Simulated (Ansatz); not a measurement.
What does this script print? It uses the Python package of Ansatz (0.2.0).

`methods.py`:
```python
"""One geometry of C2H5AlO, method by method."""

import warnings

import ansatz as az

GEOMETRY = """
C    -0.21180    0.82910   -0.66220
O     0.93580    0.15910   -0.83140
C     0.68070   -0.87670    0.07100
Al   -0.98550   -0.27310    0.70160
H    -0.83900    0.86730   -1.63800
H    -0.06270    1.91920   -0.30930
H     1.50310   -0.86390    0.89540
H     0.71560   -1.84050   -0.44380
H    -1.64770    0.03310    2.19960
"""


def main() -> None:
    warnings.simplefilter("ignore", az.DeckWarning)

    system = az.Crystal.molecule()
    for line in GEOMETRY.strip().splitlines():
        symbol, *xyz = line.split()
        system = system.atom(symbol, [float(v) for v in xyz])

    job = system.calculation().basis(gaussian="def2-SVP")

    methods = ["mp2", "ccsd", "ccsd_t"]
    reports = [job.correlation(m).run().report for m in methods]
    print(f"Hartree-Fock reference {reports[0]['reference_energy_ev'] / 27.211386246:.6f} Ha")
    best = reports[-1]["free_energy_ev"] - reports[-1]["reference_energy_ev"]
    for method, each in zip(methods, reports):
        gained = each["free_energy_ev"] - each["reference_energy_ev"]
        print(f"{method:8s} total {each['free_energy_ev'] / 27.211386246:.6f} Ha  correlation {gained:9.4f} eV  ({100 * gained / best:.1f} % of the last)")


if __name__ == "__main__":
    main()
```

```console
$ python methods.py
Hartree-Fock reference -395.101271 Ha
mp2      total -395.626658 Ha  correlation  -14.2965 eV  (90.3 % of the last)
ccsd     total -395.666088 Ha  correlation  -15.3695 eV  (97.1 % of the last)
ccsd_t   total -395.683253 Ha  correlation  -15.8365 eV  (100.0 % of the last)
```

What to keep in mind:
- Total energies depend on the basis set; only differences at equal settings carry meaning.
- The geometry is a force-field or estimated start, not a minimum of this method, and the basis set is short of its limit. A lower total doesn't mark the better method: functionals have no common bound, and MP2 and coupled cluster aren't variational.
- Inner cores stay frozen, so this is valence correlation.
- Finished in 7.7 s on 1 thread of Arm Neoverse V2, with other jobs on the host, peak memory 0.33 GiB.
